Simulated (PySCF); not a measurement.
# I4Ti (TiI4): the cost of one run

Computed with PySCF 2.14.0 and routines of our own; the level stands in each step. Atoms count from 0.

## (1) The system as given

5 atoms, charge 0, multiplicity 1; geometry from: GFN2-xTB.

## (2) NMR shieldings: PBE/pcJ-1 I:dyall-v2z Ti:dyall-v2z, spin–orbit

Job settings and geometry (Å):

```
{"job": {"kind": "hnmr", "xc": "PBE", "basis": {"default": "pcJ-1", "I": "dyall-v2z", "Ti": "dyall-v2z"}, "rel": "so"}, "charge": 0, "multiplicity": 1}
Ti     0.000100    -0.000080    -0.000030
I      0.010240    -0.016300     2.642420
I      2.488120     0.010280    -0.890490
I     -1.253350     2.160550    -0.862660
I     -1.245110    -2.154450    -0.889240
```

With the program's defaults for keys left out, this is: PBE/pcJ-1 I:dyall-v2z Ti:dyall-v2z GIAO NMR shielding, X2C with spin-orbit coupling, screened-nuclear two-electron part, Gaussian nuclei, gas phase.

Launch:

```bash
OMP_NUM_THREADS=2 python heavy_run.py task.json out
```

This one command runs all jobs of the session in turn.

Q: Estimate the wall time and peak memory of this first job on 2 threads of Arm Neoverse V1, shared host.

About 7 min, with a peak of 3 GiB.
